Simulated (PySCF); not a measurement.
# C₆H₆O₃: magnetic properties

What do calculations give for the magnetic properties of C₆H₆O₃ (`O=C1C=C(C(=O)O)CC1`)?

Programs: PySCF 2.14.0, with routines of our own; each step states its level. All values are computed. Atoms count from 0.

1 further run of the same task is left out (it didn't finish).

### 1 The starting structure

15 atoms, charge 0, multiplicity 1; geometry from: GFN2-xTB.

### 2 Magnetic properties: GIAO B3LYP/pcSseg-1

The job: settings as JSON, then the geometry in Å.

```
{"job": {"kind": "mag", "xc": "B3LYP", "basis": "pcSseg-1", "isotopologues": 0}, "charge": 0, "multiplicity": 1}
O     -2.659107    -0.302676     1.666448
C     -1.699769    -0.177332     0.948787
C     -0.282070    -0.192918     1.348383
C      0.507202    -0.024164     0.278155
C      1.983020     0.010712     0.318673
O      2.649041    -0.107876     1.314082
O      2.520861     0.191897    -0.896420
C     -0.265597     0.130281    -0.994833
C     -1.727316     0.030241    -0.557579
H      0.042337    -0.324140     2.364976
H      3.488897     0.210672    -0.834102
H      0.014973    -0.649895    -1.704250
H     -0.031937     1.086610    -1.465521
H     -2.296432     0.931790    -0.784064
H     -2.248516    -0.805212    -1.024646
```

With the program's defaults for keys left out, this is: GIAO B3LYP/pcSseg-1 magnetisability, rotational g tensor and spin-rotation constants, non-relativistic, gas phase.

The run is started by

```
> OMP_NUM_THREADS=1 python excited_run.py task.json out
```

The driver reads the jobs from task.json and runs them one after another.

What it wrote:

```text
coarse grid: 13496 points
cycle   1  E = -457.4837517573  dE =  1.790e+00  |g| = 1.272e+00  |ddm| = 3.829e+00
cycle   2  E = -456.3957844481  dE =  1.088e+00  |g| = 2.666e+00  |ddm| = 4.550e+00
cycle   3  E = -457.7472150670  dE = -1.351e+00  |g| = 4.386e-01  |ddm| = 3.720e+00
cycle   4  E = -457.7835415283  dE = -3.633e-02  |g| = 1.491e-01  |ddm| = 4.651e-01
cycle   5  E = -457.7869739904  dE = -3.432e-03  |g| = 4.919e-02  |ddm| = 1.205e-01
cycle   6  E = -457.7874609655  dE = -4.870e-04  |g| = 1.822e-02  |ddm| = 5.429e-02
cycle   7  E = -457.7875159628  dE = -5.500e-05  |g| = 6.569e-03  |ddm| = 1.769e-02
cycle   8  E = -457.7875237044  dE = -7.742e-06  |g| = 1.365e-03  |ddm| = 6.857e-03
final grid: 133104 points
cycle   9  E = -457.8884973728  dE = -3.686e-05  |g| = 8.427e-03  |ddm| = 3.214e-02
cycle  10  E = -457.8884531335  dE =  4.424e-05  |g| = 1.720e-02  |ddm| = 2.237e-02
cycle  11  E = -457.8885114298  dE = -5.830e-05  |g| = 2.370e-03  |ddm| = 1.694e-02
cycle  12  E = -457.8885125433  dE = -1.113e-06  |g| = 3.010e-04  |ddm| = 2.131e-03
cycle  13  E = -457.8885125530  dE = -9.679e-09  |g| = 1.997e-04  |ddm| = 4.039e-04
cycle  14  E = -457.8885125611  dE = -8.126e-09  |g| = 5.226e-05  |ddm| = 1.948e-04
cycle  15  E = -457.8885125616  dE = -5.401e-10  |g| = 1.994e-05  |ddm| = 5.636e-05
converged SCF energy = -457.8885125616

Magnetisability tensor (1e-30 J/T^2)
     -777.76       18.66      -30.06
       18.66    -1297.60      -60.04
      -30.06      -60.04     -875.85
isotropic -983.74   principal values   -1306.38   -877.87   -766.96
isotropic susceptibility -59.242 1e-6 cm^3/mol

Inertial axes            a          b          c
rot. const./GHz      3.9745     1.0474     0.8375
chi total           -46.316    -52.738    -78.672
chi diamagnetic    -405.599  -1171.848  -1462.529
chi paramagnetic    359.283   1119.110   1383.857
quadrupole/D A       -5.501     -0.194      5.695
g nuclear            0.5850     0.5297     0.5365
g electronic        -0.6709    -0.5507    -0.5445
g total             -0.0858    -0.0210    -0.0080

Spin-rotation constants (kHz, H = +C I.J)
atom  isotope        aa         bb         cc
  9     1H       -0.389      0.122     -0.104
 10     1H        0.296     -0.103     -0.120
 11     1H       -0.388     -0.060     -0.021
 12     1H       -0.387     -0.060     -0.021
 13     1H       -0.354     -0.078     -0.019
 14     1H       -0.354     -0.077     -0.019
  0    17O*      -4.252     -0.724     -0.026
  1    13C*       2.052      0.553      0.240
  2    13C*       1.704      0.477      0.144
  3    13C*       2.179      0.444      0.155
  4    13C*       2.018      0.382      0.218
  5    17O*      -2.156     -0.637     -0.082
  6    17O*      -1.094     -0.219     -0.159
  7    13C*       0.683      0.175      0.144
  8    13C*       0.789      0.162      0.159
* in the singly substituted isotopologue
```

Run time: 28 s. Hardware: 1 thread of Intel Xeon 6975P-C, shared host; peak memory 0.8 GiB.

From this job:

```csv
quantity,value
magnetisability,-984·10⁻³⁰ J/T²
molar susceptibility,-59.2·10⁻⁶ cm³/mol
"rotational g (a, b, c)","-0.0858, -0.0210, -0.0080"
```

### 3 Magnetic properties: common gauge origin HSE06/3-21G in water

Settings changed since step 2:

```diff
@@ -1,2 +1,2 @@
-{"job": {"kind": "mag", "xc": "B3LYP", "basis": "pcSseg-1", "isotopologues": 0}, "charge": 0, "multiplicity": 1}
+{"job": {"kind": "mag", "xc": "HSE06", "basis": "3-21G", "gauge": [0, 0, 0], "solvent": "water"}, "charge": 0, "multiplicity": 1}
 O     -2.659107    -0.302676     1.666448
```

With the program's defaults for keys left out, this is: common gauge origin HSE06/3-21G magnetisability, non-relativistic, IEF-PCM water.

What it wrote:

```text
coarse grid: 13496 points
cycle   1  E = -454.6471417327  dE =  1.655e+00  |g| = 1.126e+00  |ddm| = 4.390e+00
cycle   2  E = -453.9731754599  dE =  6.740e-01  |g| = 2.162e+00  |ddm| = 3.833e+00
cycle   3  E = -454.8718137002  dE = -8.986e-01  |g| = 3.175e-01  |ddm| = 2.990e+00
cycle   4  E = -454.8907747353  dE = -1.896e-02  |g| = 9.692e-02  |ddm| = 3.881e-01
cycle   5  E = -454.8921306938  dE = -1.356e-03  |g| = 3.737e-02  |ddm| = 9.462e-02
cycle   6  E = -454.8924052137  dE = -2.745e-04  |g| = 1.300e-02  |ddm| = 5.401e-02
cycle   7  E = -454.8924356310  dE = -3.042e-05  |g| = 2.876e-03  |ddm| = 1.365e-02
cycle   8  E = -454.8924370904  dE = -1.459e-06  |g| = 8.333e-04  |ddm| = 3.020e-03
final grid: 133104 points
cycle   9  E = -454.9401652011  dE = -4.163e-05  |g| = 4.898e-03  |ddm| = 3.097e-02
cycle  10  E = -454.9401561310  dE =  9.070e-06  |g| = 8.189e-03  |ddm| = 1.488e-02
cycle  11  E = -454.9401702661  dE = -1.414e-05  |g| = 1.611e-03  |ddm| = 1.083e-02
cycle  12  E = -454.9401707611  dE = -4.950e-07  |g| = 1.394e-04  |ddm| = 1.486e-03
cycle  13  E = -454.9401707634  dE = -2.346e-09  |g| = 1.137e-04  |ddm| = 2.934e-04
cycle  14  E = -454.9401707657  dE = -2.256e-09  |g| = 4.225e-05  |ddm| = 1.506e-04
cycle  15  E = -454.9401707660  dE = -3.483e-10  |g| = 6.161e-06  |ddm| = 4.502e-05
converged SCF energy = -454.9401707660

Magnetisability tensor (1e-30 J/T^2)
    -4193.44      578.63    -1947.55
      578.63   -15465.41     -365.59
    -1947.55     -365.59   -13270.77
isotropic -10976.54   principal values  -15531.72 -13639.71  -3758.19
isotropic susceptibility -661.023 1e-6 cm^3/mol

Inertial axes            a          b          c
rot. const./GHz      3.9745     1.0474     0.8375
chi total          -227.143   -820.583   -935.342
chi diamagnetic    -403.464  -1168.392  -1458.172
chi paramagnetic    176.321    347.809    522.830
quadrupole/D A       -3.496     -0.432      3.928
```

Run time: 6.9 s. Hardware: 1 thread of Intel Xeon 6975P-C, shared host; peak memory 0.59 GiB.

It converged, yet the result is unsound: a common gauge origin replaces GIAOs, so the magnetic properties depend on where the origin lies.

### 4 Results

| quantity | value |
| --- | --- |
| magnetisability (step 2, GIAO B3LYP/pcSseg-1) | -984·10⁻³⁰ J/T² |
| molar susceptibility (step 2, GIAO B3LYP/pcSseg-1) | -59.2·10⁻⁶ cm³/mol |
| rotational g (a, b, c) (step 2, GIAO B3LYP/pcSseg-1) | -0.0858, -0.0210, -0.0080 |
| runs | 0 failed, 1 ended on unsound input |

In words: The values above hold for this geometry and these levels alone. Vibrational averaging and real surroundings are missing from these values.
